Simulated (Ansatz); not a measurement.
**ClH3O3Si: up Jacob's ladder to CCSD(T)**

The task here is to estimate one member of a computed series from the others.

Method: functionals in def2-TZVPP, the program's frozen cores in correlated methods; program: Ansatz 0.2.0, Gaussian basis.

Plan: LDA (SPW92), PBE-D4, revPBE-D4, BLYP-D4, r2SCAN-D4, B97M-V, PBE0-D4, B3LYP-D4, r2SCANh-D4, r2SCAN0-D4, HSE06-D4, BHLYP-D4, CAM-B3LYP-D4, LC-ωPBE, ωB97X-V, ωB97M-V, B2PLYP, PBE-QIDH; CCSD(T)/def2-SVP; CCSD(T)/def2-TZVPP; MP2/def2-QZVPP; extrapolation to the limit; RPA on PBE.

## The relaxed structure

The geometry comes from an earlier relaxation with PBE0-D4 in a triple-zeta def2 set; it is a stationary point, not always the lowest conformer.

8 atoms, charge 0, spin multiplicity 1.

Atoms are counted from 1 here; the program's logs count them from 0.

Bond lengths: O1–Si2 1.620 Å, O1–H6 0.958 Å, Si2–O3 1.620 Å, Si2–O4 1.620 Å, Si2–Cl5 2.059 Å, O3–H7 0.958 Å, O4–H8 0.958 Å. Angles: Si2–O1–H6 118.2°, O1–Si2–O3 109.6°, O1–Si2–O4 109.6°, O1–Si2–Cl5 109.4°, O3–Si2–O4 109.6°, O3–Si2–Cl5 109.4°, O4–Si2–Cl5 109.4°, Si2–O3–H7 118.2°, Si2–O4–H8 118.2°.

Set-up of the first run:

in.yaml

```yaml
crystal:
  periodic: [false, false, false]
  atoms:
    - {symbol: O, position_ang: [-0.816870, 0.285161, 1.342948]}
    - {symbol: Si, position_ang: [-0.004708, -0.000025, -0.029030]}
    - {symbol: O, position_ang: [1.347603, 0.890971, -0.054381]}
    - {symbol: O, position_ang: [0.379001, -1.571168, -0.116094]}
    - {symbol: Cl, position_ang: [-1.185529, 0.504771, -1.638951]}
    - {symbol: H, position_ang: [-1.176878, 1.162285, 1.481673]}
    - {symbol: H, position_ang: [1.882951, 0.878220, -0.849017]}
    - {symbol: H, position_ang: [-0.333468, -2.207315, -0.192949]}
basis:
  gaussian: {orbitals: def2-TZVPP}
hamiltonian: {xc: lda}
output: {orbitals: {seedname: orbitals}}
```

On the command line:

```bash
> ansatz run in.yaml --threads 4 --pin off --events-out ev --progress --plain --max-ram 10444MiB
```

Among the steps run: LDA; PBE-D4 (GGA); revPBE-D4 (GGA); BLYP-D4 (GGA); r2SCAN-D4 (meta-GGA); B97M-V (meta-GGA); B3LYP-D4 (hybrid); r2SCANh-D4 (hybrid); r2SCAN0-D4 (hybrid); HSE06-D4 (hybrid); BHLYP-D4 (hybrid); CAM-B3LYP-D4 (range-separated); LC-ωPBE (range-separated); ωB97X-V (range-separated); ωB97M-V (range-separated); B2PLYP (double hybrid); PBE-QIDH (double hybrid).

One table of the session follows, with a row left open; its other results are not shown here.

It belongs to the step «Frontier levels by functional». 

| functional | HOMO (eV) | LUMO (eV) | gap (eV) |
| --- | --- | --- | --- |
| LDA (SPW92) | -7.74 | -0.70 | 7.03 |
| PBE-D4 | -7.57 | -0.52 | 7.04 |
| revPBE-D4 | -7.50 | -0.43 | 7.07 |
| BLYP-D4 | -7.43 | -0.57 | 6.86 |
| r2SCAN-D4 | -7.97 | 0.14 | 8.11 |
| B97M-V | -8.05 | -0.22 | 7.84 |
| PBE0-D4 | -9.13 | 0.39 | 9.52 |
| B3LYP-D4 | ? | ? | ? |
| r2SCANh-D4 | -8.54 | 0.42 | 8.97 |
| r2SCAN0-D4 | -9.40 | 0.82 | 10.22 |
| HSE06-D4 | -8.72 | 0.02 | 8.74 |
| BHLYP-D4 | -10.54 | 1.06 | 11.60 |
| CAM-B3LYP-D4 | -10.56 | 1.17 | 11.73 |
| LC-ωPBE | -12.00 | 2.57 | 14.57 |
| ωB97X-V | -11.61 | 2.34 | 13.95 |
| ωB97M-V | -11.46 | 1.89 | 13.35 |

Estimate the missing values for B3LYP-D4.

Worked estimate for «HOMO (eV)». Against the share of exact exchange, BLYP-D4 (0, -7.43), BHLYP-D4 (0.5, -10.54) give a slope of -6.22 per unit share; at 0.2 the line stands at -8.67.

The run gave: HOMO (eV): -8.84; LUMO (eV): 0.00; gap (eV): 8.84. In «HOMO (eV)» the line misses by +0.17.
